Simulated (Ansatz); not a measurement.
# Sn3Se: single point with PBE0 form with a typed share of exact exchange

Sn3Se:

```
Sn Se
1.0
     4.74188    0.00000    0.00000
     0.00000    4.74188    0.00000
     0.00000    0.00000    4.74188
Sn Se
3 1
Direct
  0.50000 0.50000 0.00000
  0.50000 0.00000 0.50000
  0.00000 0.50000 0.50000
  0.00000 0.00000 0.00000
```

The cell comes from a database or a generator and needn't be the stable form of this composition.

```yaml
Program: Ansatz 0.2.0
Task: single point
Functional: PBE0 form with a typed share of exact exchange
Potentials_or_basis: Ansatz PAW
Cutoff: "420 eV (not typed: the program's choice for these potentials)"
k_mesh: 3 × 3 × 3
Occupations: fermi-dirac, width 0.05 eV
Spin: no spin polarisation
```

| Quantity | Value |
| --- | --- |
| Pressure | -2.5 GPa |
| Band gap on the k mesh | none (metal or under the smearing width) |

Levels at points of the mesh, in eV from the Fermi level:
```
           k point  band 27  band 28  band 29  band 30  band 31  band 32
(0.00, 0.00, 0.00)    -5.68    -0.57    -0.57    -0.57     3.43     3.43
```

Wall time 17 s on 2 threads of Arm Neoverse V2, on a shared host, peak memory 0.91 GiB.

Caveat: the k mesh is coarse (spacing up to 0.44 Å⁻¹), so the values aren't converged, least of all with exact exchange; the PAW data sets come from PBE, with cores solved anew for the run's functional, which leaves a small shift of forces and pressure; the thresholds are loose for stress.
